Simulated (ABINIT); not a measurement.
# Si (Fd-3m) in ABINIT: single point with PBE

Aim: the single point of Si with PBE.

Everything below comes from runs of ABINIT 10.8.3 (patched build). Logs are shortened: lines on timing, memory, paths and dates and some standing lists are left out, and cuts for length are marked. The log counts tension as positive stress, the text compression.

### Step 1. Starting point

Symmetry: Fd-3m, No. 227, cubic system. The conventional cell has a = 5.431 Å, b = 5.431 Å, c = 5.431 Å, α = 90.00°, β = 90.00°, γ = 90.00°. Around Si (site symmetry -43m) lie 4 Si at 2.35 Å.

### Step 2. Single point, PBE

File run.abi:

```
# Pseudopotentials
pp_dirpath "./"
pseudos "Si.upf"

# Structure
acell 7.2571094323 7.2571094323 7.2571094323
rprim
     0.0000000000     0.7071067812     0.7071067812
     0.7071067812     0.0000000000     0.7071067812
     0.7071067812     0.7071067812     0.0000000000
ntypat 1
znucl 14
natom 2
typat 1 1
xred
     0.0000000000     0.0000000000     0.0000000000
     0.2500000000     0.2500000000     0.2500000000

# Plane-wave basis
ecut 18.0

# k points
kptopt 1
ngkpt 10 10 10
nshiftk 1
shiftk 0.0 0.0 0.0

# Exchange and correlation
ixc 11

# Bands and occupations
nband 8
occopt 3
tsmear 0.05 eV

# SCF cycle
nstep 100
tolvrs 1.0e-10

# Output
iomode 3
prtwf 0
prteig 0
prtebands 0
enunit 1
prtden 1
prtvha 1
prtvclmb 1
prtpot 1
prtelf 1
```

Potentials or basis: PseudoDojo NC SR PBE v0.4.1 standard.

Command:

```console
abinit run.abi > log 2>&1
```

run.abo:

```text
.Version 10.8.3 of ABINIT
 Symmetries : space group Fd -3 m (#227); Bravais cF (face-center cubic)
================================================================================
 Values of the parameters that define the memory need of the present run
     intxc =       0    ionmov =       0      iscf =       7    lmnmax =       6
     lnmax =       6     mgfft =      30  mpssoang =       3    mqgrid =    3001
     natom =       2  nloc_mem =       1    nspden =       1   nspinor =       1
    nsppol =       1      nsym =      48    n1xccc =    2501    ntypat =       1
    occopt =       3   xclevel =       2
       mpw =         998          nfft =       27000          nkpt =          47
================================================================================
================================================================================

--------------------------------------------------------------------------------
------------- Echo of variables that govern the present computation ------------
--------------------------------------------------------------------------------
 -outvars: echo values of preprocessed input variables --------
            acell      7.2571094323E+00  7.2571094323E+00  7.2571094323E+00 Bohr
              amu      2.80855000E+01
             ecut      1.80000000E+01 Hartree
           enunit           1
              ixc          11
         kptrlatt       10    0    0      0   10    0      0    0   10
          kptrlen      7.25710943E+01
            natom           2
            nband           8
            ngfft          30      30      30
             nkpt          47
            nstep         100
             nsym          48
           ntypat           1
           occopt           3
        prtebands           0
           prteig           0
           prtelf           1
           prtpot           1
         prtvclmb           1
           prtvha           1
            prtwf           0
            rprim      0.0000000000E+00  7.0710678120E-01  7.0710678120E-01
                       7.0710678120E-01  0.0000000000E+00  7.0710678120E-01
                       7.0710678120E-01  7.0710678120E-01  0.0000000000E+00
          spgroup         227
           tolvrs      1.00000000E-10
           tsmear      1.83746611E-03 Hartree
            typat      1  1
           xangst      0.0000000000E+00  0.0000000000E+00  0.0000000000E+00
                       1.3577499991E+00  1.3577499991E+00  1.3577499991E+00
            xcart      0.0000000000E+00  0.0000000000E+00  0.0000000000E+00
                       2.5657756457E+00  2.5657756457E+00  2.5657756457E+00
             xred      0.0000000000E+00  0.0000000000E+00  0.0000000000E+00
                       2.5000000000E-01  2.5000000000E-01  2.5000000000E-01
            znucl       14.00000

================================================================================

 chkinp: Checking input parameters for consistency.

================================================================================
[... 100 lines left out ...]
 ------------------------------------------------
 Atom  Sphere_radius  Integrated_density
    1        2.00000          1.78683611
    2        2.00000          1.75460976
================================================================================

 ----iterations are completed or convergence reached----

 Mean square residual over all n,k,spin=   29.891E-08; max=  55.672E-06
 reduced coordinates (array xred) for    2 atoms
       0.000000000000      0.000000000000      0.000000000000
       0.250000000000      0.250000000000      0.250000000000
 rms dE/dt=  3.8407E-30; max dE/dt=  4.2073E-30; dE/dt below (all hartree)
    1      -0.000000000000      0.000000000000      0.000000000000
    2       0.000000000000     -0.000000000000     -0.000000000000

 cartesian coordinates (angstrom) at end:
    1      0.00000000000000     0.00000000000000     0.00000000000000
    2      1.35774999909702     1.35774999909702     1.35774999909702

 cartesian forces (hartree/bohr) at end:
    1     -0.00000000000000     0.00000000000000     0.00000000000000
    2      0.00000000000000    -0.00000000000000    -0.00000000000000
 frms,max,avg= 7.0010615E-31 1.0248505E-30   0.000E+00  0.000E+00  0.000E+00 h/b

 cartesian forces (eV/Angstrom) at end:
    1     -0.00000000000000     0.00000000000000     0.00000000000000
    2      0.00000000000000    -0.00000000000000    -0.00000000000000
 frms,max,avg= 3.6000906E-29 5.2699930E-29   0.000E+00  0.000E+00  0.000E+00 e/A
 length scales=  7.257109432300  7.257109432300  7.257109432300 bohr
              =  3.840296925997  3.840296925997  3.840296925997 angstroms
 Fermi (or HOMO) energy (eV) =   4.62092   Average Vxc (eV)=  -9.28953
 Eigenvalues (   eV  ) for nkpt=  47  k points:
 kpt#   1, nband=  8, wtk=  0.00100, kpt=  0.0000  0.0000  0.0000 (reduced coord)
  -7.61634    4.34640    4.34640    4.34640    6.90251    6.90251    6.90251    7.68535
 prteigrs : prtvol=0 or 1, do not print more k-points.

--- !EnergyTerms
iteration_state     : {dtset: 1, }
comment             : Components of total free energy in Hartree
kinetic             :  3.06843693156238E+00
hartree             :  5.47771665847690E-01
xc                  : -3.09179692961847E+00
Ewald energy        : -8.39792528715491E+00
psp_core            :  5.53146712376565E-01
local_psp           : -2.29589521018404E+00
non_local_psp       :  1.15388172925582E+00
internal            : -8.46238038791497E+00
'-kT*entropy'       : -8.04821849718441E-07
total_energy        : -8.46238119273682E+00
total_energy_eV     : -2.30273123196287E+02
band_energy         : -2.11854949830903E-01
...

 Cartesian components of stress tensor (hartree/bohr^3)
  sigma(1 1)= -6.49683178E-05  sigma(3 2)=  0.00000000E+00
  sigma(2 2)= -6.49683178E-05  sigma(3 1)=  0.00000000E+00
  sigma(3 3)= -6.49683178E-05  sigma(2 1)=  0.00000000E+00

-Cartesian components of stress tensor (GPa)         [Pressure=  1.9114E+00 GPa]
- sigma(1 1)= -1.91143390E+00  sigma(3 2)=  0.00000000E+00
- sigma(2 2)= -1.91143390E+00  sigma(3 1)=  0.00000000E+00
- sigma(3 3)= -1.91143390E+00  sigma(2 1)=  0.00000000E+00

== END DATASET(S) ==============================================================
================================================================================

 -outvars: echo values of variables after computation  --------
            acell      7.2571094323E+00  7.2571094323E+00  7.2571094323E+00 Bohr
           etotal     -8.4623811927E+00
            fcart     -1.0248504600E-30  2.0497009200E-31  6.1491027599E-31
                       1.0248504600E-30 -2.0497009200E-31 -6.1491027599E-31
            rprim      0.0000000000E+00  7.0710678120E-01  7.0710678120E-01
                       7.0710678120E-01  0.0000000000E+00  7.0710678120E-01
                       7.0710678120E-01  7.0710678120E-01  0.0000000000E+00
           strten     -6.4968317822E-05 -6.4968317822E-05 -6.4968317822E-05
                       0.0000000000E+00  0.0000000000E+00  0.0000000000E+00
           xangst      0.0000000000E+00  0.0000000000E+00  0.0000000000E+00
                       1.3577499991E+00  1.3577499991E+00  1.3577499991E+00
             xred      0.0000000000E+00  0.0000000000E+00  0.0000000000E+00
                       2.5000000000E-01  2.5000000000E-01  2.5000000000E-01
 Calculation completed.
```

Run time: 8.3 s. Hardware: 1 thread of Intel Xeon Platinum 8375C at 2.90GHz (Ice Lake), shared host; peak memory 0.06 GiB.

What came out:

```yaml
Free_energy: -230.2731 eV
Pressure: 1.9 GPa
Band_gap_on_the_k_mesh: 0.58 eV, indirect (least direct gap 2.56 eV)
Valence_electrons_inside_the_program's_atomic_spheres: Si 1.79, 1.75 (radii [1.0584] Å)
```
